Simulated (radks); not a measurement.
# Rb²⁺ in [Ar] 3d10 4s1 4p5 5s1: an all-electron calculation

One table from this session's results is given with a row withheld; the runs are named, their logs left out.

Method: scalar-relativistic Kohn-Sham, PBE, spin-polarised, spherical densities, point nucleus; open shells are filled with parallel spins first. Code: radks (a radial shooting solver on a logarithmic mesh, Libxc functionals) version 1.

## The system

* element: rubidium (Z = 37)
* charge: +2
* electrons: 35
* configuration: [Ar] 3d10 4s1 4p5 5s1

Outer shells as boxes (Hund's rule):

Rb²⁺
```
[Ar] core
3d [↑↓][↑↓][↑↓][↑↓][↑↓]
4s [↑ ]
4p [↑↓][↑↓][↑ ]
5s [↑ ]
```

The first run:

The run's settings:

```text
Z 37
configuration [Ar] 3d10 4s1 4p5 5s1
relativity scalar-relativistic
functional pbe,pbe
spin polarised
nucleus point
c 137.035999084
```

One table of the session follows, with a row left open; its other results are not shown here.

It belongs to the step «Shells». From the orbitals of this run (lengths in bohr):

```
  level      <r>  outermost maximum (interpolated)  90 % within  nodes
  1s up  0.04029                            0.0263       0.0721      0
1s down  0.04029                            0.0263       0.0721      0
  2s up   0.1778                             0.150        0.275      1
2s down   0.1778                             0.150        0.275      1
  2p up   0.1551                             0.120        0.253      0
2p down   0.1551                             0.120        0.253      0
  3s up   0.5103                             0.451        0.758      2
3s down        ?                                 ?            ?      ?
  3p up   0.5185                             0.446        0.789      1
3p down   0.5180                             0.446        0.788      1
  3d up   0.5244                             0.393        0.854      0
3d down   0.5227                             0.393        0.850      0
  4s up    1.390                              1.24         2.03      3
4s down    1.394                              1.23         2.04      3
  4p up    1.574                              1.37         2.33      2
4p down    1.588                              1.37         2.36      2
  5s up    3.429                              3.15         4.90      4
5s down    3.416                              3.16         4.87      4
```

Estimate the missing values for 3s down.

As computed: <r>: 0.5101; outermost maximum (interpolated): 0.451; 90 % within: 0.757; nodes: 2. In the column «<r>» it lies between 2s down (0.1778) and 3s up (0.5103).
